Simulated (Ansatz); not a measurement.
**Cl2H3N2V: how energies converge with the basis set**

Aim: see how fast density functionals converge with the basis set for Cl2H3N2V.

The runs use Ansatz 0.2.0, Gaussian basis; one geometry, several basis sets.

Plan: PBE0-D4/def2-SVP; ωB97M-V/def2-SVP; PBE0-D4/def2-QZVPP; ωB97M-V/def2-QZVPP; the functionals' def2-TZVPP values are taken from earlier runs.

## (1) The geometry

All runs share one geometry, relaxed beforehand with PBE0-D4 in a triple-zeta def2 set.

8 atoms, charge 0, spin multiplicity 1.

Atoms are counted from 1 here; the program's logs count them from 0.

Bond lengths: N1–V2 1.595 Å, N1–H6 1.013 Å, V2–N3 1.798 Å, V2–Cl4 2.166 Å, V2–Cl5 2.166 Å, N3–H7 1.007 Å, N3–H8 1.013 Å. Angles: V2–N1–H6 169.0°, N1–V2–N3 103.8°, N1–V2–Cl4 110.1°, N1–V2–Cl5 110.1°, N3–V2–Cl4 110.6°, N3–V2–Cl5 110.6°, Cl4–V2–Cl5 111.3°, V2–N3–H7 127.5°, V2–N3–H8 120.0°, H7–N3–H8 112.5°.

## (2) PBE0-D4 in def2-SVP

in.yaml reads:

```yaml
crystal:
  periodic: [false, false, false]
  atoms:
    - {symbol: N, position_ang: [-0.797322, 1.036531, 0.808182]}
    - {symbol: V, position_ang: [-0.133092, 0.288338, -0.433420]}
    - {symbol: N, position_ang: [0.714868, -1.110362, 0.312775]}
    - {symbol: Cl, position_ang: [-1.668664, -0.391232, -1.801841]}
    - {symbol: Cl, position_ang: [1.280195, 1.598225, -1.422941]}
    - {symbol: H, position_ang: [-1.285807, 1.635838, 1.462020]}
    - {symbol: H, position_ang: [0.753613, -1.353834, 1.289540]}
    - {symbol: H, position_ang: [1.228407, -1.760605, -0.270314]}
basis:
  gaussian: {orbitals: def2-SVP}
hamiltonian: {xc: pbe0, dispersion: d4}
output: {orbitals: {seedname: orbitals}}
```

The runs that follow: ωB97M-V in def2-SVP; PBE0-D4 in def2-QZVPP; ωB97M-V in def2-QZVPP.

Q: Predict the results of all the runs planned. Wanted: PBE0-D4: double and triple zeta above quadruple; ωB97M-V: double and triple zeta above quadruple.

The runs gave:

| quantity | value |
| --- | --- |
| PBE0-D4: double and triple zeta above quadruple | 17.20, 1.41 eV |
| ωB97M-V: double and triple zeta above quadruple | 17.13, 1.33 eV |

In words: For PBE0-D4 the step from double to triple zeta gains 15.79 eV and the next only 1.41 eV. These are total energies; as a rule much of such shifts cancels in differences, which this series doesn't test.
